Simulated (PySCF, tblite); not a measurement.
# C7H10F2Si: geometry, infrared bands and NMR shifts

What infrared bands and NMR shifts should C7H10F2Si (`C#C[Si@]1(C)C[C@H](C(F)F)C1`) show?

Programs: tblite 0.8.0 and PySCF 2.14.0, with density-fitted response routines of our own. Each step states its level of theory. These are calculated values for one molecule in the gas phase, unless marked as measured. Atoms count from 0, in the outputs and in this text.

## 1. Starting geometry

20 atoms, charge 0, multiplicity 1; geometry from: force field or distance geometry start.

Bonds of the start (Å): C0–C1 1.19, C1–Si2 1.86, Si2–C3 1.82, Si2–C4 1.88, C4–C5 1.58, C5–C6 1.53, C6–F7 1.35, C6–F8 1.36, C5–C9 1.57, C9–Si2 1.88, C0–H10 1.08, C3–H11 1.10, C3–H12 1.11, C3–H13 1.09, C4–H14 1.10, C4–H15 1.10, C5–H16 1.10, C6–H17 1.08, C9–H18 1.10, C9–H19 1.09.

## 2. Geometry optimisation with GFN2-xTB

The job: settings as JSON, then the geometry in Å.

```
{"job": {"kind": "relax", "xc": "GFN2-xTB", "basis": "xTB"}, "charge": 0, "multiplicity": 1}
C     -3.208300     2.039100     0.783200
C     -2.367800     1.209400     0.667700
Si    -1.038500    -0.084700     0.516300
C     -1.545400    -1.806100     0.789100
C      0.618200     0.318300     1.302400
C      1.312300    -0.239500    -0.001700
C      2.637100     0.426100    -0.363600
F      3.088400    -0.098700    -1.523700
F      3.559500     0.105700     0.589300
C      0.112200     0.092800    -0.954300
H     -3.978700     2.783200     0.877300
H     -0.711100    -2.512000     0.682200
H     -1.947300    -1.954100     1.817800
H     -2.320000    -2.128000     0.093300
H      0.759900     1.401200     1.463100
H      0.855700    -0.218200     2.227100
H      1.495900    -1.322500     0.073600
H      2.568600     1.504900    -0.454100
H      0.130800     1.111600    -1.363700
H     -0.026600    -0.617800    -1.767100
```

Launch:

```console
$ OMP_NUM_THREADS=1 python probes_run.py task.json out
```

The driver reads the jobs from task.json and runs them one after another.

**Question.** This job is followed by: GFN2-xTB harmonic vibrations, gas phase; GIAO PBE0/pcSseg-1 NMR shielding, non-relativistic, gas phase. What will the session give for the following? strongest single infrared mode (GFN2-xTB); zero-point energy (GFN2-xTB); 13C shifts against TMS (PBE0/pcSseg-1, means over atoms taken as alike); 1H shifts against TMS (PBE0/pcSseg-1, means over atoms taken as alike); 29Si shifts against TMS (PBE0/pcSseg-1); 19F shifts against CFCl3 (PBE0/pcSseg-1, means over atoms taken as alike).

The runs gave:

```
                                                                 quantity                                    value
                                strongest single infrared mode (GFN2-xTB)                     835 cm⁻¹, 170 km/mol
                                             zero-point energy (GFN2-xTB)                            94.0 kcal/mol
  13C shifts against TMS (PBE0/pcSseg-1, means over atoms taken as alike)  127.1, 106.2, 91.5, 37.2, 20.0, 1.0 ppm
   1H shifts against TMS (PBE0/pcSseg-1, means over atoms taken as alike)   6.30, 2.60, 2.20, 1.67, 1.47, 0.44 ppm
                                  29Si shifts against TMS (PBE0/pcSseg-1)                                -13.4 ppm
19F shifts against CFCl3 (PBE0/pcSseg-1, means over atoms taken as alike)                               -147.2 ppm
```

The optimisation took 106 steps and gained 0.416 eV; among the close pairs (by a distance rule), Si2–C3 changed most, from 1.815 to 1.894 Å. No mode is imaginary among the 54: a minimum at this level. The strongest single mode, at 835 cm⁻¹, is spread over many atoms; the largest shares are those of H11, Si2. GFN2-xTB is a fitted tight-binding method: band positions and strengths are rough. Its intensities can rank the bands wrongly. H17 (hydrogen on an sp3 CH bonded to 2 F) lies farthest downfield among hydrogen, at 6.30 ppm; its carbon carries F, which withdraws density. At PBE0/pcSseg-1: The largest span, 297 ppm, is at C1, where the paramagnetic term is -164 ppm.
